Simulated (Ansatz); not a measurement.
# C3H5BrO: a ladder of functionals and wavefunction methods

An exercise on one series of results from a longer session: the logs are not shown, and one member is left open.

The runs use Ansatz 0.2.0, Gaussian basis; functionals in def2-TZVPP, the program's frozen cores in correlated methods.

Levels to be run: PBE-D4, r2SCAN-D4, PBE0-D4, B3LYP-D4, ωB97X-V, ωB97M-V, B2PLYP; CCSD(T)/def2-TZVPP; MP2/def2-QZVPP; extrapolation to the limit.

### The geometry

All runs share one geometry, relaxed beforehand with PBE0-D4 in a triple-zeta def2 set.

SMILES `C=C(Br)OC`, 10 atoms, charge 0, spin multiplicity 1.

Atoms are counted from 1 here; the program's logs count them from 0.

Bond lengths: C1–C2 1.323 Å, C1–H6 1.079 Å, C1–H7 1.083 Å, C2–Br3 1.917 Å, C2–O4 1.333 Å, O4–C5 1.420 Å, C5–H8 1.088 Å, C5–H9 1.092 Å, C5–H10 1.094 Å. Angles: C2–C1–H6 121.3°, C2–C1–H7 118.9°, H6–C1–H7 119.8°, C1–C2–Br3 120.2°, C1–C2–O4 123.8°, Br3–C2–O4 115.8°, C2–O4–C5 117.4°, O4–C5–H8 106.0°, O4–C5–H9 110.8°, O4–C5–H10 110.5°, H8–C5–H9 109.9°, H8–C5–H10 109.9°, H9–C5–H10 109.6°.

Geometry (Å):

```xyz
10
charge 0, multiplicity 1
C     0.5973   -0.1791   -1.7742
C     0.2373   -0.5095   -0.5451
Br    1.2140   -1.8492    0.4182
O    -0.8437   -0.0263    0.0666
C    -0.6660    0.5391    1.3571
H     1.4215   -0.6695   -2.2683
H     0.0348    0.5845   -2.2966
H    -1.6431    0.9101    1.6588
H    -0.3200   -0.2156    2.0671
H     0.0509    1.3643    1.3192
```

The first run:

The input, in.yaml:

```yaml
crystal:
  periodic: [false, false, false]
  atoms:
    - {symbol: C, position_ang: [0.597341, -0.179132, -1.774184]}
    - {symbol: C, position_ang: [0.237336, -0.509470, -0.545058]}
    - {symbol: Br, position_ang: [1.213979, -1.849221, 0.418167]}
    - {symbol: O, position_ang: [-0.843733, -0.026312, 0.066558]}
    - {symbol: C, position_ang: [-0.665956, 0.539091, 1.357123]}
    - {symbol: H, position_ang: [1.421456, -0.669515, -2.268324]}
    - {symbol: H, position_ang: [0.034822, 0.584498, -2.296576]}
    - {symbol: H, position_ang: [-1.643146, 0.910099, 1.658844]}
    - {symbol: H, position_ang: [-0.320042, -0.215603, 2.067114]}
    - {symbol: H, position_ang: [0.050945, 1.364263, 1.319237]}
basis:
  gaussian: {orbitals: def2-TZVPP}
hamiltonian: {xc: pbe, dispersion: d4}
output: {forces: true, orbitals: {seedname: orbitals}}
```

Launch:

```
$ ansatz run in.yaml --threads 4 --pin off --events-out ev --progress --plain --max-ram 10444MiB
```

Among the steps run: PBE-D4 (GGA); r2SCAN-D4 (meta-GGA); PBE0-D4 (hybrid); B3LYP-D4 (hybrid); ωB97X-V (range-separated); ωB97M-V (range-separated); B2PLYP (double hybrid); CCSD(T) in def2-TZVPP; MP2 in def2-QZVPP.

One of the session's tables, all rows but one given; the rest of the session is left out.

| method | atomisation energy (eV) |
| --- | --- |
| PBE-D4 | 41.195 |
| r2SCAN-D4 | 40.083 |
| PBE0-D4 | 40.178 |
| B3LYP-D4 | 39.825 |
| ωB97X-V | 39.810 |
| ωB97M-V | 39.877 |
| B2PLYP | 39.422 |
| HF/def2-TZVPP | ? |
| MP2/def2-TZVPP | 39.710 |
| CCSD/def2-TZVPP | 38.036 |
| CCSD(T)/def2-TZVPP | 38.790 |
| MP2/CBS | 40.764 |
| CCSD(T)/CBS | 39.844 |

Q: Estimate the row for HF/def2-TZVPP from the others.

The run gave: atomisation energy (eV): 28.167. In the column «atomisation energy (eV)» it is the lowest.
